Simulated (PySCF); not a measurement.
**C3H10BN (SMILES [NH3+][BH2-]C1CC1): levels of theory compared**

Aim: a comparison of 6 runs (HF/STO-3G, HF/def2-SVP, B2PLYP/STO-3G, B3LYP/6-31G*, PBE0/def2-SVP, SVWN5/def2-TZVP) of C3H10BN. The job is set up through a Python script.

The results are computed with PySCF 2.14.0.

## (1) The structure to begin with

The species is C3H10BN (15 atoms), meant as a singlet with charge 0. As SMILES, `[NH3+][BH2-]C1CC1`. Geometry: relaxed at GFN2-xTB. This is one conformer, not always the lowest.

Bond lengths: N1–B2 1.665 Å, B2–C3 1.607 Å, C3–C4 1.508 Å, C3–C5 1.501 Å, C4–C5 1.496 Å, N1–H6 1.014 Å, N1–H7 1.013 Å, N1–H8 1.014 Å, B2–H9 1.190 Å, B2–H10 1.191 Å, C3–H11 1.089 Å, C4–H12 1.082 Å, C4–H13 1.082 Å, C5–H14 1.081 Å, C5–H15 1.079 Å. Some angles: N1–B2–C3 103.5°, B2–C3–C4 120.4°, B2–C3–C5 122.1°, C4–C3–C5 59.6°, C3–C4–C5 60.0°, C3–C5–C4 60.4°, N1–B2–H9 105.2°, N1–B2–H10 105.4°, C3–B2–H9 113.7°, C3–B2–H10 114.0°.

## (2) Energy and gradient at HF/STO-3G (run 1)

Input file run.py:

```python
from pyscf import gto, scf

mol = gto.Mole()
mol.atom = '''
N     -1.353490     0.828240     1.204350
B     -0.275840     1.155600    -0.022090
C      0.742040    -0.086380     0.030070
C      0.294410    -1.459600    -0.402820
C      1.303530    -0.711050    -1.214320
H     -0.849530     0.834160     2.083670
H     -2.096420     1.517250     1.217950
H     -1.727210    -0.098600     1.030080
H     -0.933850     1.194850    -1.013380
H      0.220430     2.199940     0.263100
H      1.434270    -0.103100     0.870830
H     -0.697650    -1.570520    -0.820170
H      0.625910    -2.328790     0.150640
H      2.325700    -1.063190    -1.213010
H      0.987720    -0.308820    -2.164910
'''
mol.basis = 'sto-3g'
mol.verbose = 3
mol.spin = 0
mol.max_memory = 1860
mol.build()

mf = scf.RHF(mol)
mf.conv_tol = 1e-10
mf.kernel()
if not mf.converged:
    mf = mf.newton().run(mf.mo_coeff, mf.mo_occ)

e_tot = mf.e_tot
print('E(%s) = %.9f' % ('HF', e_tot))
grad = mf.nuc_grad_method().kernel()
dip = mf.dip_moment()
pop, q = mf.mulliken_pop()
```

Started as:

```console
OMP_NUM_THREADS=1 python run.py
```

Output:

```text
converged SCF energy = -196.129871181524
E(HF) = -196.129871182
--------------- RHF gradients ---------------
         x                y                z
0 N    -0.0225686781    -0.0084165312     0.0274680645
1 B    -0.0051645607    -0.0127164698     0.0130129708
2 C    -0.0007555160    -0.0054394988    -0.0082377594
3 C     0.0027038250     0.0064554741    -0.0007941191
4 C    -0.0025654894    -0.0030547028     0.0045161387
5 H    -0.0031682368     0.0009614858    -0.0192274192
6 H     0.0161737690    -0.0097654438    -0.0049898257
7 H     0.0111700261     0.0149208702    -0.0029612002
8 H    -0.0071228882     0.0010363086    -0.0157463901
9 H     0.0093605140     0.0144697127     0.0021530042
10 H     0.0025498706     0.0010081097     0.0033264511
11 H    -0.0009341741     0.0006948558    -0.0008564073
12 H     0.0003604309    -0.0011253631     0.0010496791
13 H     0.0003407110     0.0001314678    -0.0003647088
14 H    -0.0003796034     0.0008397248     0.0016515213
----------------------------------------------
Dipole moment(X, Y, Z, Debye): -3.75562, -0.50376,  4.26853
 ** Mulliken pop  **
pop of  0 N 1s            1.99485
pop of  0 N 2s            1.55370
pop of  0 N 2px           1.31522
pop of  0 N 2py           1.19235
pop of  0 N 2pz           1.36422
pop of  1 B 1s            1.98866
pop of  1 B 2s            0.86319
pop of  1 B 2px           0.61154
pop of  1 B 2py           0.77328
pop of  1 B 2pz           0.59308
pop of  2 C 1s            1.99213
pop of  2 C 2s            1.19317
pop of  2 C 2px           1.05411
pop of  2 C 2py           0.98949
pop of  2 C 2pz           0.93633
pop of  3 C 1s            1.99209
pop of  3 C 2s            1.14870
pop of  3 C 2px           0.97644
pop of  3 C 2py           0.95776
pop of  3 C 2pz           1.08475
pop of  4 C 1s            1.99209
pop of  4 C 2s            1.14778
pop of  4 C 2px           0.96521
pop of  4 C 2py           1.07785
pop of  4 C 2pz           0.95630
pop of  5 H 1s            0.74622
pop of  6 H 1s            0.74759
pop of  7 H 1s            0.74196
pop of  8 H 1s            1.13485
pop of  9 H 1s            1.13350
pop of  10 H 1s           0.97722
pop of  11 H 1s           0.95883
pop of  12 H 1s           0.95538
pop of  13 H 1s           0.94869
pop of  14 H 1s           0.94145
 ** Mulliken atomic charges  **
charge of    0N =     -0.42035
charge of    1B =      0.17024
charge of    2C =     -0.16523
charge of    3C =     -0.15974
charge of    4C =     -0.13924
charge of    5H =      0.25378
charge of    6H =      0.25241
charge of    7H =      0.25804
charge of    8H =     -0.13485
charge of    9H =     -0.13350
charge of   10H =      0.02278
charge of   11H =      0.04117
charge of   12H =      0.04462
charge of   13H =      0.05131
charge of   14H =      0.05855
```

Wall time 2.8 s (1 thread of Intel Xeon at 2.70GHz, shared host); peak memory 0.12 GiB.

## (3) Energy and gradient at HF/def2-SVP (run 2)

Input file input.xyz:

```xyz
15
C3H10BN
N     -1.353490     0.828240     1.204350
B     -0.275840     1.155600    -0.022090
C      0.742040    -0.086380     0.030070
C      0.294410    -1.459600    -0.402820
C      1.303530    -0.711050    -1.214320
H     -0.849530     0.834160     2.083670
H     -2.096420     1.517250     1.217950
H     -1.727210    -0.098600     1.030080
H     -0.933850     1.194850    -1.013380
H      0.220430     2.199940     0.263100
H      1.434270    -0.103100     0.870830
H     -0.697650    -1.570520    -0.820170
H      0.625910    -2.328790     0.150640
H      2.325700    -1.063190    -1.213010
H      0.987720    -0.308820    -2.164910
```

Input file input.py:

```python
from pyscf import gto, scf

molecule = gto.M(
    atom='input.xyz',
    max_memory=1860,
    verbose=3,
    charge=0,
    spin=0,
    basis='def2-svp',
)

mf = scf.RHF(molecule)
mf.conv_tol = 1e-10
mf.kernel()
if not mf.converged:
    mf = mf.newton().run(mf.mo_coeff, mf.mo_occ)

energy = mf.e_tot
print(f'total energy: {energy:.8f} hartree')
grad = mf.nuc_grad_method().kernel()
mf.analyze()
```

Started as:

```console
OMP_NUM_THREADS=1 python input.py
```

Output:

```text
converged SCF energy = -198.387739806602
[... 17 lines left out ...]
MO #8   energy= -0.789621665636876 occ= 2
[... 13 lines left out ...]
MO #22  energy= 0.201148816198387  occ= 0
[... 13 lines left out ...]
MO #36  energy= 0.47090231005662   occ= 0
[... 13 lines left out ...]
MO #50  energy= 0.912677228984569  occ= 0
[... 13 lines left out ...]
MO #64  energy= 1.22323760613342   occ= 0
[... 13 lines left out ...]
MO #78  energy= 1.91867059004662   occ= 0
[... 13 lines left out ...]
MO #92  energy= 2.33369635625586   occ= 0
[... 13 lines left out ...]
MO #106 energy= 2.9112900937555    occ= 0
[... 13 lines left out ...]
MO #120 energy= 3.66563332658546   occ= 0
[... 16 lines left out ...]
Dipole moment(X, Y, Z, Debye): -3.31836, -0.61593,  3.92762
```

Run time: 19 s. Hardware: 1 thread of Intel Xeon at 2.70GHz, shared host; peak memory 0.32 GiB.

## (4) The energy at B2PLYP/STO-3G (run 3)

Input file calc.py:

```python
from pyscf import gto, dft, mp

system = gto.M(
    atom=[
    ('N', (-1.353490, 0.828240, 1.204350)),
    ('B', (-0.275840, 1.155600, -0.022090)),
    ('C', (0.742040, -0.086380, 0.030070)),
    ('C', (0.294410, -1.459600, -0.402820)),
    ('C', (1.303530, -0.711050, -1.214320)),
    ('H', (-0.849530, 0.834160, 2.083670)),
    ('H', (-2.096420, 1.517250, 1.217950)),
    ('H', (-1.727210, -0.098600, 1.030080)),
    ('H', (-0.933850, 1.194850, -1.013380)),
    ('H', (0.220430, 2.199940, 0.263100)),
    ('H', (1.434270, -0.103100, 0.870830)),
    ('H', (-0.697650, -1.570520, -0.820170)),
    ('H', (0.625910, -2.328790, 0.150640)),
    ('H', (2.325700, -1.063190, -1.213010)),
    ('H', (0.987720, -0.308820, -2.164910)),
],
    verbose=3,
    max_memory=1860,
    basis='sto-3g',
)

myscf = dft.RKS(system, xc='0.53*HF + 0.47*B88, 0.73*LYP')
myscf.conv_tol = 1e-10
myscf.grids.level = 5
myscf.kernel()
if not myscf.converged:
    myscf = myscf.newton().run(myscf.mo_coeff, myscf.mo_occ)

pt = mp.MP2(myscf, frozen=5).run()
energy = myscf.e_tot + 0.27 * pt.e_corr
print('PT2 part  %.8f' % (0.27 * pt.e_corr))
print('E = %.10f Eh' % energy)
myscf.analyze()
```

Started as:

```console
OMP_NUM_THREADS=1 python calc.py
```

Output:

```text
converged SCF energy = -197.014591775621
E(RMP2) = -197.326353137677  E_corr = -0.311761362056662
E(SCS-RMP2) = -197.355996771162  E_corr = -0.341404995541218
PT2 part  -0.08417557
E = -197.0987673434 Eh
**** MO energy ****
MO #1   energy= -14.7944061998903  occ= 2
MO #2   energy= -10.397118687541   occ= 2
MO #3   energy= -10.3963802317988  occ= 2
MO #4   energy= -10.3600468644482  occ= 2
MO #5   energy= -6.81146516361145  occ= 2
MO #6   energy= -1.05984786443568  occ= 2
MO #7   energy= -0.885598492020648 occ= 2
MO #8   energy= -0.628398149079217 occ= 2
MO #9   energy= -0.622777910979327 occ= 2
MO #10  energy= -0.60976153639635  occ= 2
MO #11  energy= -0.600978759543679 occ= 2
MO #12  energy= -0.534904943689255 occ= 2
MO #13  energy= -0.48794698911282  occ= 2
MO #14  energy= -0.434619670125733 occ= 2
MO #15  energy= -0.36577190713889  occ= 2
MO #16  energy= -0.355922533891678 occ= 2
MO #17  energy= -0.305497043245559 occ= 2
MO #18  energy= -0.266384603883609 occ= 2
MO #19  energy= -0.256767610939095 occ= 2
MO #20  energy= -0.237878474530114 occ= 2
MO #21  energy= 0.365793333259031  occ= 0
MO #22  energy= 0.39217613327668   occ= 0
MO #23  energy= 0.446523730827553  occ= 0
MO #24  energy= 0.455457636081795  occ= 0
MO #25  energy= 0.482014336040813  occ= 0
MO #26  energy= 0.488103952412586  occ= 0
MO #27  energy= 0.567487117892809  occ= 0
MO #28  energy= 0.604069821998018  occ= 0
MO #29  energy= 0.61476724775842   occ= 0
MO #30  energy= 0.633994507024383  occ= 0
MO #31  energy= 0.673818533396115  occ= 0
MO #32  energy= 0.713652219546589  occ= 0
MO #33  energy= 0.725007846340391  occ= 0
MO #34  energy= 0.750895696942065  occ= 0
MO #35  energy= 0.775382976221741  occ= 0
 ** Mulliken atomic charges  **
charge of    0N =     -0.11712
charge of    1B =     -0.07657
charge of    2C =     -0.10394
charge of    3C =     -0.11895
charge of    4C =     -0.09709
charge of    5H =      0.18869
charge of    6H =      0.18733
charge of    7H =      0.19218
charge of    8H =     -0.09968
charge of    9H =     -0.09860
charge of   10H =      0.01329
charge of   11H =      0.02693
charge of   12H =      0.02916
charge of   13H =      0.03437
charge of   14H =      0.04001
Dipole moment(X, Y, Z, Debye): -3.77697, -0.53597,  4.29884
```

Wall time 16 s (1 thread of Intel Xeon at 2.70GHz, shared host); peak memory 0.29 GiB.

Runs 4 to 5 aren't shown in full; the table further down has their settings and results.

## (5) Energy and gradient at SVWN5/def2-TZVP (run 6)

Input file job.py:

```python
# [NH3+][BH2-]C1CC1
from pyscf import gto, dft

system = gto.M(
    atom='''
N       -1.353490       0.828240       1.204350
B       -0.275840       1.155600      -0.022090
C        0.742040      -0.086380       0.030070
C        0.294410      -1.459600      -0.402820
C        1.303530      -0.711050      -1.214320
H       -0.849530       0.834160       2.083670
H       -2.096420       1.517250       1.217950
H       -1.727210      -0.098600       1.030080
H       -0.933850       1.194850      -1.013380
H        0.220430       2.199940       0.263100
H        1.434270      -0.103100       0.870830
H       -0.697650      -1.570520      -0.820170
H        0.625910      -2.328790       0.150640
H        2.325700      -1.063190      -1.213010
H        0.987720      -0.308820      -2.164910
''',
    max_memory=1860,
    basis='def2-tzvp',
    spin=0,
    verbose=3,
)

myscf = dft.RKS(system, xc='svwn')
myscf.grids.level = 5
myscf.conv_tol = 1e-10
myscf.kernel()
if not myscf.converged:
    myscf = myscf.newton().run(myscf.mo_coeff, myscf.mo_occ)

etot = myscf.e_tot
print('Final energy', etot)
grad = myscf.nuc_grad_method().kernel()
myscf.analyze()
```

Started as:

```console
OMP_NUM_THREADS=1 python job.py
```

Output:

```text
converged SCF energy = -198.119754526051
[... 24 lines left out ...]
MO #15  energy= -0.312733963060976 occ= 2
[... 24 lines left out ...]
MO #40  energy= 0.241433357377685  occ= 0
[... 24 lines left out ...]
MO #65  energy= 0.596621705506204  occ= 0
[... 24 lines left out ...]
MO #90  energy= 1.22839235480968   occ= 0
[... 24 lines left out ...]
MO #115 energy= 1.84376527329166   occ= 0
[... 24 lines left out ...]
MO #140 energy= 2.48329540260268   occ= 0
[... 24 lines left out ...]
MO #165 energy= 3.10471150875467   occ= 0
[... 24 lines left out ...]
MO #190 energy= 4.18988055296512   occ= 0
[... 24 lines left out ...]
MO #215 energy= 31.6001177636814   occ= 0
[... 16 lines left out ...]
Dipole moment(X, Y, Z, Debye): -3.03132, -0.60248,  3.69552
```

It took 5.2 min on 1 thread of Intel Xeon at 2.70GHz, shared host; peak memory 0.82 GiB.

## (6) All runs side by side

```
run                               level      task  frozen core orbitals  energy (Eh)  dipole moment (D)  HOMO energy (eV)  LUMO energy (eV)  wall time
  1                           HF/STO-3G  gradient                     –  -196.129871               5.71             -8.52             13.52      2.8 s
  2                         HF/def2-SVP  gradient                     –  -198.387740               5.18            -10.13              3.77       19 s
  3                       B2PLYP/STO-3G    energy                     5  -197.098767               5.75             -6.47              9.95       16 s
  4  B3LYP/6-31G* (Cartesian functions)  gradient                     –  -199.918051               5.07             -6.54              0.95       68 s
  5                       PBE0/def2-SVP  gradient                     –  -199.529149               5.12             -7.02              0.76       85 s
  6                     SVWN5/def2-TZVP  gradient                     –  -198.119755               4.82             -5.98             -0.80    5.2 min
```

## (7) What came out

```
                       quantity          value
            run 6: total energy  -198.11975 Eh
           run 6: dipole moment         4.82 D
             run 6: HOMO energy       -5.98 eV
             run 6: LUMO energy       -0.80 eV
           run 6: HOMO–LUMO gap        5.18 eV
run 6: largest force on an atom     1.451 eV/Å
```

In words: The dipole moment (its size) runs from 4.82 D (SVWN5/def2-TZVP) to 5.75 D (B2PLYP/STO-3G). The two ends differ in method and basis. A double hybrid's value is that of its SCF part. The HOMO–LUMO gap runs from 5.18 eV (SVWN5/def2-TZVP) to 22.04 eV (HF/STO-3G). Totals of different functionals can't be ranked against each other. In runs 1, 3 the basis is minimal, so the values are rough. All runs together took 8.4 min, the longest 5.2 min.
